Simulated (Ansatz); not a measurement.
# Ti: the cost of one run

Computed with Ansatz 0.2.0 (DFT PBE, scalar-relativistic, plane waves, PAW, unless a step's input says otherwise).

## (1) Starting point

The structure is hexagonal, space group P-6m2 (No. 187). The conventional cell has a = 2.950 Å, b = 2.950 Å, c = 29.372 Å, α = 90.00°, β = 90.00°, γ = 120.00°. Around Ti (site symmetry 3m) lie 9 Ti at 2.90 to 2.95 Å. Around Ti (site symmetry 3m) lie 12 Ti at 2.90 to 2.95 Å. Ti (site symmetry -6m2) is surrounded by 12 Ti at 2.90 to 2.95 Å.

Coordinates:

```cif
data_structure
_symmetry_space_group_name_H-M 'P-6m2'
_symmetry_Int_Tables_number 187
_cell_length_a 2.9500
_cell_length_b 2.9500
_cell_length_c 29.3720
_cell_angle_alpha 90.000
_cell_angle_beta 90.000
_cell_angle_gamma 120.000
_cell_volume 221.36
loop_
_atom_site_label
_atom_site_type_symbol
_atom_site_symmetry_multiplicity
_atom_site_Wyckoff_symbol
_atom_site_fract_x
_atom_site_fract_y
_atom_site_fract_z
_atom_site_occupancy
Ti1 Ti 2 g 0.00000 0.00000 0.34046 1
Ti2 Ti 2 h 0.33333 0.66667 0.42023 1
Ti3 Ti 1 b 0.00000 0.00000 0.50000 1
```

Slab cut from the bulk at the bulk's listed lattice constants, lower half held.

## (2) Relaxing the atoms

Contents of input.yaml:

```yaml
crystal:
  lattice:
    - [2.94999786, 0.0, 0.0]
    - [-1.47499893, 2.55477309, 0.0]
    - [0.0, 0.0, 29.371999809]
  atoms:
    - { symbol: Ti, position: [0.33333333, 0.66666667, 0.3404603045] }
    - { symbol: Ti, position: [0.66666667, 0.33333333, 0.4202301523] }
    - { symbol: Ti, position: [0.33333333, 0.66666667, 0.5] }
    - { symbol: Ti, position: [0.66666667, 0.33333333, 0.5797698477] }
    - { symbol: Ti, position: [0.33333333, 0.66666667, 0.6595396955] }
basis:
  ecutwfc: 420.0
  fft_grid_basis: typed
kpoints:
  mp_grid: { grid: [12, 12, 1] }
hamiltonian:
  xc: pbe
scf:
  occupations: { method: gaussian, width: 0.1 }
output:
  forces: true
  eigenvalues: true
efield:
  axis: 3
  dipole_correction: true
  ramp_width: 0.04
relax:
  adjacent_minimum: "off"
  f_tol: 0.04
  max_steps: 40
  constraints: [{ sites: [0, 1] }]
```

On the command line:

```sh
$ ansatz run input.yaml --threads 1 --pin off --max-ram 2211MiB --backend cpu --events-out ev --progress --plain --runs-dir out
```

**Question.** How long does this run take on 1 thread of AMD EPYC, shared host, and how much memory does it need?

About 2.2 min, with a peak of 0.49 GiB.
